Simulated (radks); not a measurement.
# Ni⁴⁺ in [Ar] 3d6: an all-electron calculation

An exercise on one series of results from a longer session: the logs are not shown, and one member is left open.

The numbers are computed with radks (a radial shooting solver on a logarithmic mesh, Libxc functionals) version 1 (scalar-relativistic Kohn-Sham, exchange-only PBE, spin-polarised, spherical densities, finite nucleus; open shells are filled with parallel spins first), except any that are marked as measured or tabulated.

### What is computed

```
element            : nickel (Z = 28)
charge             : +4
electrons          : 24
configuration      : [Ar] 3d6
nuclear rms radius : 3.7757 fm
```

Outer shells as boxes (Hund's rule):

Ni⁴⁺
```
[Ar] core
3d [↑↓][↑ ][↑ ][↑ ][↑ ]
```

The first run:

Settings of this run:

```text
Z 28
configuration [Ar] 3d6
relativity scalar-relativistic
functional pbe,
spin polarised
nucleus finite rms 3.7757 fm
c 137.035999084
```

Command:

```sh
python run_ks.py task.json out
```

All runs below come from this command, one after another.

One table of the session follows, with a row left open; its other results are not shown here.

It belongs to the step «Shells». From the orbitals of this run (lengths in bohr):

| level | <r> | outermost maximum (interpolated) | 90 % within | nodes |
| --- | --- | --- | --- | --- |
| 1s down | 0.05409 | 0.0354 | 0.0966 | 0 |
| 1s up | 0.05409 | 0.0354 | 0.0966 | 0 |
| 2s up | 0.2452 | 0.205 | 0.380 | 1 |
| 2s down | 0.2447 | 0.204 | 0.379 | 1 |
| 2p up | 0.2155 | 0.165 | 0.353 | 0 |
| 2p down | 0.2151 | 0.165 | 0.352 | 0 |
| 3s up | ? | ? | ? | ? |
| 3s down | 0.7309 | 0.637 | 1.09 | 2 |
| 3p up | 0.7556 | 0.640 | 1.16 | 1 |
| 3p down | 0.7616 | 0.642 | 1.17 | 1 |
| 3d up | 0.8352 | 0.604 | 1.38 | 0 |
| 3d down | 0.8594 | 0.611 | 1.44 | 0 |

**Question.** Estimate the row for 3s up.

As computed: <r>: 0.7273; outermost maximum (interpolated): 0.635; 90 % within: 1.08; nodes: 2. In the column «<r>» it lies between 2s up (0.2452) and 3s down (0.7309).

To keep in mind: Open shells are spherical and high-spin; term and fine-structure splittings are not resolved.
